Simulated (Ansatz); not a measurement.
# BFH4OSi: basis-set convergence

How large a basis does BFH4OSi need? Two functionals are run in growing sets.

The runs use Ansatz 0.2.0, Gaussian basis; one geometry, several basis sets.

The runs, in order: PBE0-D4/def2-SVP; ωB97M-V/def2-SVP; PBE0-D4/def2-QZVPP; ωB97M-V/def2-QZVPP; the functionals' def2-TZVPP values are taken from earlier runs.

**1. The relaxed structure**

An earlier PBE0-D4 in a triple-zeta def2 set relaxation fixed the geometry.

8 atoms, charge 0, spin multiplicity 1.

Atoms are counted from 1 here; the program's logs count them from 0.

Bond lengths: B1–Si2 2.016 Å, B1–H5 1.195 Å, B1–H6 1.198 Å, Si2–O3 1.640 Å, Si2–F4 1.606 Å, Si2–H7 1.479 Å, O3–H8 0.959 Å. Angles: Si2–B1–H5 123.6°, Si2–B1–H6 119.4°, H5–B1–H6 117.0°, B1–Si2–O3 111.2°, B1–Si2–F4 105.4°, B1–Si2–H7 118.0°, O3–Si2–F4 110.8°, O3–Si2–H7 104.5°, F4–Si2–H7 106.9°, Si2–O3–H8 117.9°.

**2. PBE0-D4 in def2-SVP**

The input, in.yaml:

```yaml
crystal:
  periodic: [false, false, false]
  atoms:
    - {symbol: B, position_ang: [-1.305102, 0.293313, 0.268484]}
    - {symbol: Si, position_ang: [0.577899, -0.423890, 0.214759]}
    - {symbol: O, position_ang: [1.578207, 0.593831, -0.592736]}
    - {symbol: F, position_ang: [0.472964, -1.838452, -0.539240]}
    - {symbol: H, position_ang: [-1.952194, 0.377831, 1.269372]}
    - {symbol: H, position_ang: [-1.820907, 0.667160, -0.745961]}
    - {symbol: H, position_ang: [1.263040, -0.672120, 1.502121]}
    - {symbol: H, position_ang: [1.278092, 0.945327, -1.432698]}
basis:
  gaussian: {orbitals: def2-SVP}
hamiltonian: {xc: pbe0, dispersion: d4}
output: {orbitals: {seedname: orbitals}}
```

The runs that follow: ωB97M-V in def2-SVP; PBE0-D4 in def2-QZVPP; ωB97M-V in def2-QZVPP.

Before running them: what should the planned runs give, taken together? Wanted: PBE0-D4: double and triple zeta above quadruple; ωB97M-V: double and triple zeta above quadruple.

As calculated:

| quantity | value |
| --- | --- |
| PBE0-D4: double and triple zeta above quadruple | 10.50, 0.60 eV |
| ωB97M-V: double and triple zeta above quadruple | 10.67, 0.57 eV |

In words: For PBE0-D4 the step from double to triple zeta gains 9.90 eV and the next only 0.60 eV. Total energies overstate the basis error of differences, where much of it tends to cancel.
